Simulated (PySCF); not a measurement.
**CH2AlNS (AlH2(NCS)) at MP2/jun-cc-pV(D+d)Z (sfX2C, density fitting)**

Aim: the electrostatic solvation energy at fixed shape (IEF-PCM, dichloromethane) of CH2AlNS (AlH2(NCS)) at MP2/jun-cc-pV(D+d)Z (sfX2C, density fitting), from 2 runs. The job is set up through a Python script.

The calculation is run with PySCF 2.14.0.

5 further runs of the same task are left out: 1 that didn't finish, 4 set aside as unsound or not needed.

### Step 1. The molecule

The species is CH2AlNS (6 atoms), meant as a singlet with charge 0. As SMILES, `[H][Al]([H])[N]=C=S`. Geometry: a GFN2-xTB relaxation, a rough one for these elements and not checked as a minimum.

Bond lengths: Al1–N4 1.790 Å, N4–C5 1.205 Å, C5–S6 1.548 Å, Al1–H2 1.535 Å, Al1–H3 1.534 Å. Angles: Al1–N4–C5 178.6°, N4–C5–S6 180.0°, H2–Al1–N4 119.5°, H3–Al1–N4 119.6°, H2–Al1–H3 120.9°.

### Step 2. A single-point energy at MP2/jun-cc-pV(D+d)Z (sfX2C, density fitting)

Contents of job.py:

```python
# AlH2(NCS)
from pyscf import gto, scf, mp
from pyscf import df

system = gto.M(
    atom='''
Al     0.651170     1.127960    -0.004460
H      2.184710     1.108260     0.048360
H     -0.120470     2.453950    -0.032570
N     -0.249290    -0.418940    -0.021470
C     -0.848420    -1.463820    -0.005350
S     -1.617690    -2.807410     0.015490
''',
    verbose=3,
    max_memory=1860,
    basis='jun-cc-pv(d+d)z',
    charge=0,
)

calc0 = scf.RHF(system)
calc0 = calc0.sfx2c1e()
calc0 = calc0.density_fit(auxbasis=df.aug_etb(system, beta=2.0))
calc0.kernel()

pt = mp.MP2(calc0).run()
energy = pt.e_tot
print('E = %.10f Eh' % energy)
```

Run with:

```sh
$ OMP_NUM_THREADS=1 python job.py
```

Standard output:

```text
converged SCF energy = -734.378954735953
E(DFRMP2) = -734.947055699843  E_corr = -0.568100963890152
E(SCS-DFRMP2) = -734.928008960149  E_corr = -0.549054224196698
E = -734.9470556998 Eh
```

It took 1.4 s on 1 thread of Intel Xeon 6975P-C (Granite Rapids), shared host; peak memory 0.18 GiB.

### Step 3. The energy at MP2/jun-cc-pV(D+d)Z (sfX2C, density fitting, IEF-PCM dichloromethane)

Contents of run.py:

```python
from pyscf import gto, mp, solvent
from pyscf import df

mol = gto.Mole()
mol.atom = '''
Al       0.651170       1.127960      -0.004460
H        2.184710       1.108260       0.048360
H       -0.120470       2.453950      -0.032570
N       -0.249290      -0.418940      -0.021470
C       -0.848420      -1.463820      -0.005350
S       -1.617690      -2.807410       0.015490
'''
mol.spin = 0
mol.max_memory = 1860
mol.basis = 'jun-cc-pv(d+d)z'
mol.verbose = 3
mol.build()

mf = mol.RHF()
mf = mf.sfx2c1e()
mf = mf.density_fit(auxbasis=df.aug_etb(mol, beta=2.0))
mf = mf.PCM()
mf.with_solvent.method = 'IEF-PCM'
mf.with_solvent.eps = 8.93
mf.kernel()

pt = mp.MP2(mf).run()
energy = pt.e_tot
print('Final energy', energy)
```

Run with:

```sh
$ OMP_NUM_THREADS=1 python run.py
```

Standard output:

```text
WARN: PCM is an experimental feature. It is still in testing.
Features and APIs may be changed in the future.

converged SCF energy = -734.38758179287
E(DFRMP2) = -734.954561092824  E_corr = -0.56697929995333
E(SCS-DFRMP2) = -734.935716582435  E_corr = -0.54813478956435
Final energy -734.9545610928238
```

It took 11 s on 1 thread of Intel Xeon 6975P-C (Granite Rapids), shared host; peak memory 0.35 GiB.

### Step 4. Results

At MP2/jun-cc-pV(D+d)Z (sfX2C, density fitting):

```
                                                       quantity          value
                                        gas phase: total energy  -734.94706 Eh
                gas phase: dipole moment (Hartree–Fock density)         2.28 D
                 gas phase: HOMO energy (Hartree–Fock orbitals)       -9.96 eV
                 gas phase: LUMO energy (Hartree–Fock orbitals)        0.33 eV
               gas phase: HOMO–LUMO gap (Hartree–Fock orbitals)       10.28 eV
                                  gas phase: correlation energy     -568.1 mEh
                         IEF-PCM, dichloromethane: total energy  -734.95456 Eh
 IEF-PCM, dichloromethane: dipole moment (Hartree–Fock density)         3.15 D
  IEF-PCM, dichloromethane: HOMO energy (Hartree–Fock orbitals)      -10.01 eV
  IEF-PCM, dichloromethane: LUMO energy (Hartree–Fock orbitals)        0.74 eV
IEF-PCM, dichloromethane: HOMO–LUMO gap (Hartree–Fock orbitals)       10.76 eV
                   IEF-PCM, dichloromethane: correlation energy     -567.0 mEh
           IEF-PCM, dichloromethane: solvent term in the energy   -26.1 kJ/mol
               energy change from gas to solvent at fixed shape      -0.204 eV
```

What this shows: The solvent model (IEF-PCM, dichloromethane) lowers the energy by 0.20 eV (−19.7 kJ/mol) at the same shape. It holds the electrostatic part alone, without cavity or dispersion terms. Mulliken charges (IEF-PCM, dichloromethane) of the mean-field density run from -0.53 on C5 to +0.97 on Al1; they depend strongly on the basis.
